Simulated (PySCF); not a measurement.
# C₅H₉GaN₂: electronic excitations

Aim: predict the electronic excitations of C₅H₉GaN₂ (`[H]/N=[CH]\[Ga@H-]([N+]#C)[C](=C)C`).

Computed with PySCF 2.14.0, with density-fitted response routines of our own, on a single molecule in the gas phase. Atoms are numbered from 0 throughout.

### 1 The molecule as given

17 atoms, charge 0, multiplicity 1; geometry from: GFN2-xTB.

Bonds of the start (Å): C0–N1 1.18, N1–Ga2 1.97, Ga2–C3 2.10, C3–N4 1.24, Ga2–C5 2.01, C5–C6 1.33, C5–C7 1.50, C0–H8 1.07, Ga2–H9 1.56, C3–H10 1.09, N4–H11 1.08, C6–H12 1.08, C6–H13 1.08, C7–H14 1.09, C7–H15 1.09, C7–H16 1.09.

### 2 Excited states and response: wB97X-D/def2-SVPD

What the job is given:

```
{"job": {"kind": "uv", "xc": "wB97X-D", "basis": "def2-SVPD", "nstates": 8, "ntriplets": 3}, "charge": 0, "multiplicity": 1}
C     -1.455587     0.962732     2.481808
N     -0.712294     0.132694     2.096523
Ga    -0.502699    -0.769502     0.360926
C     -2.191133     0.332814    -0.237870
N     -2.828789     1.190683     0.389539
C      1.202171    -0.281604    -0.592728
C      1.400280     0.963815    -1.013203
C      2.219298    -1.368046    -0.800695
H     -1.740907     1.582854     3.302373
H     -0.768686    -2.260560     0.721746
H     -2.536528     0.144181    -1.253929
H     -2.442707     1.336803     1.391735
H      0.653071     1.733985    -0.855197
H      2.300764     1.278878    -1.526199
H      1.754087    -2.211918    -1.316732
H      2.566266    -1.734236     0.168518
H      3.076393    -1.021545    -1.378139
```

Method: TDDFT wB97X-D/def2-SVPD, vertical, gas phase, core orbitals frozen in the response.

Run with:

```sh
> OMP_NUM_THREADS=1 python probes_run.py task.json out
```

This one command runs all jobs of the session in turn.

Log:

```text
coarse grid: 65808 points
cycle   1  E = -2229.5928180728  dE =  4.163e-01  |g| = 6.450e-01  |ddm| = 6.459e+00
cycle   2  E = -2229.5702838827  dE =  2.253e-02  |g| = 8.025e-01  |ddm| = 2.323e+00
cycle   3  E = -2229.6859986234  dE = -1.157e-01  |g| = 1.035e-01  |ddm| = 1.307e+00
cycle   4  E = -2229.6875010359  dE = -1.502e-03  |g| = 7.191e-02  |ddm| = 2.197e-01
cycle   5  E = -2229.6885126604  dE = -1.012e-03  |g| = 1.745e-02  |ddm| = 1.187e-01
cycle   6  E = -2229.6885817702  dE = -6.911e-05  |g| = 5.594e-03  |ddm| = 3.657e-02
cycle   7  E = -2229.6885897543  dE = -7.984e-06  |g| = 1.878e-03  |ddm| = 2.048e-02
final grid: 139664 points
cycle   8  E = -2229.6889049487  dE = -2.133e-06  |g| = 2.107e-03  |ddm| = 1.805e-02
cycle   9  E = -2229.6889045620  dE =  3.867e-07  |g| = 2.661e-03  |ddm| = 8.521e-03
cycle  10  E = -2229.6889058634  dE = -1.301e-06  |g| = 2.867e-04  |ddm| = 4.510e-03
cycle  11  E = -2229.6889058817  dE = -1.830e-08  |g| = 1.334e-04  |ddm| = 6.833e-04
cycle  12  E = -2229.6889058866  dE = -4.832e-09  |g| = 7.200e-05  |ddm| = 3.514e-04
cycle  13  E = -2229.6889058881  dE = -1.489e-09  |g| = 1.547e-05  |ddm| = 1.587e-04
cycle  14  E = -2229.6889058882  dE = -9.732e-11  |g| = 7.828e-06  |ddm| = 4.780e-05
converged SCF energy = -2229.6889058882

Static polarisability (au): isotropic 107.567, principal 94.214 107.322 121.166

Singlet excitations
state   eV       nm        f      main configurations
  1   4.3730    283.5   0.15635   H->L 0.91
  2   4.4734    277.2   0.00255   H->L+1 0.75, H->L+2 0.11
  3   4.8447    255.9   0.00794   H-2->L 0.94
  4   5.1627    240.2   0.01029   H-1->L 0.88
  5   5.1839    239.2   0.00038   H->L+2 0.69, H->L+1 0.11
  6   5.9119    209.7   0.07500   H-2->L+1 0.57, H-2->L+3 0.12, H->L+3 0.09
  7   6.0064    206.4   0.00948   H-1->L+1 0.69, H-2->L+1 0.12
  8   6.1029    203.2   0.05721   H-2->L+3 0.27, H->L+3 0.24, H-2->L+1 0.17

Triplet excitations (Tamm-Dancoff, eV): 2.8169 4.0082 4.3582
```

Run time: 73 s. Hardware: 1 thread of Arm Neoverse V2, shared host; peak memory 1.1 GiB.

Frontier orbitals and where they lie:

```tsv
orbital	eV	atoms
HOMO−3	-11.30	H9 20 %, Ga2 20 %, N4 14 %
HOMO−2	-9.26	Ga2 24 %, C5 21 %, H9 20 %
HOMO−1	-9.06	C6 36 %, C5 33 %, C7 9 %
HOMO	-8.70	N4 25 %, C3 16 %, C5 12 %
LUMO	-0.53	C0 30 %, N1 25 %, N4 14 %
LUMO+1	0.51	C0 35 %, N1 30 %, H8 8 %
LUMO+2	1.50	C3 31 %, N4 30 %, Ga2 10 %
```

With each of the 8 states as a Gaussian band of 0.4 eV half-width at 1/e, the curve within the window shown has maxima at 283 nm (ε 6,500), 207 nm (ε 5,500) L/(mol cm). Beyond the last state computed it falls off for lack of states. The curve at chosen wavelengths:

nm, ε (L/mol/cm) and a bar:
```
      194       2137 #######
      199       3864 ################
      205       5323 ########################
      210       5268 ########################
      215       4216 ##################
      221       2592 ##########
      226       1571 ####
      232        951 #
      237        810 
      242        880 #
      248       1196 ##
      253       1699 #####
      258       2466 #########
      264       3680 ###############
      269       4775 #####################
      274       5727 ##########################
      280       6416 ##############################
      285       6493 ##############################
      290       6131 ############################
      296       5267 ########################
      301       4359 ###################
      307       3248 #############
      312       2418 #########
      317       1729 #####
      323       1102 ##
      328        731
```

Leading natural transition orbitals of singlet state 1: the hole lies on N4 28 %; C3 21 %; Ga2 11 %; the particle on N1 24 %; C0 20 %; N4 15 %.

Further results of this job:

```tsv
property	computed
dipole moment (D)	2.65
polarisability (Å³)	15.94
HOMO–LUMO gap (eV)	8.17
−ε(HOMO) (eV)	8.70
```

The fields below are evaluated on a grid from the run's orbitals.

Frontier orbitals at wB97X-D/def2-SVPD, with the share of their density that lies nearest to each atom:

```tsv
orbital	energy (eV)	lies on
HOMO	-8.70	N4 24 %; C3 16 %; C5 13 %
LUMO	-0.53	N1 25 %; C0 22 %; N4 15 %
```

ELF in a plane through or near 6 of the atoms.

Values, 10 rows by 14 columns:
```
0.00 0.00 0.00 0.00 0.00 0.00 0.00 0.00 0.00 0.00 0.00 0.00 0.00 0.00
0.00 0.00 0.00 0.00 0.00 0.00 0.00 0.02 0.00 0.00 0.00 0.00 0.00 0.00
0.00 0.00 0.00 0.04 0.12 0.00 0.23 0.32 0.02 0.01 0.00 0.00 0.00 0.00
0.00 0.00 0.02 0.63 0.95 0.11 0.14 0.14 0.37 0.47 0.36 0.04 0.00 0.00
0.00 0.00 0.49 0.66 0.26 0.53 0.55 0.17 0.55 0.56 0.51 0.07 0.00 0.00
0.00 0.01 0.99 1.00 0.53 0.26 0.68 0.18 0.11 0.07 0.94 0.41 0.00 0.00
0.00 0.00 0.09 0.03 0.29 0.31 0.66 0.28 0.01 0.13 0.25 0.06 0.00 0.00
0.00 0.00 0.00 0.24 0.96 0.74 0.98 0.98 0.01 0.02 0.04 0.01 0.00 0.00
0.00 0.00 0.00 0.00 0.15 0.04 0.11 0.09 0.00 0.00 0.00 0.00 0.00 0.00
0.00 0.00 0.00 0.00 0.00 0.00 0.00 0.00 0.00 0.00 0.00 0.00 0.00 0.00
```
The map spans 12.3 Å across and 9.6 Å up, centred on the molecule. Atoms in the plane (x, y in Å): C5 (-1.4, -0.2), C6 (-1.3, -1.5), C7 (-2.7, 0.6), H11 (3.0, -0.3), H12 (-0.4, -2.0), H16 (-3.6, -0.1).

On the surface of density 0.002 e/bohr³ the electrostatic potential runs, from the 1st to the 99th percentile, from -1.28 V near N4 to 2.50 V near H8.

### 3 Outcome

| quantity | value |
| --- | --- |
| lowest singlet (wB97X-D/def2-SVPD) | 4.37 eV (284 nm), f = 0.156 |
| lowest triplet | 2.82 eV |
| surface potential, 1st and 99th percentile | -1.28 V and 2.50 V |

**Reading.** The lowest singlet, at 4.37 eV, is HOMO→LUMO 0.91 and is bright. The lowest triplet lies 1.56 eV below the lowest singlet (triplets in Tamm-Dancoff, singlets in full TDDFT). At wB97X-D/def2-SVPD, counted by nearest atom on the grid, the HOMO lies on N4 24 %; C3 16 %, the LUMO on N1 25 %; C0 22 %.
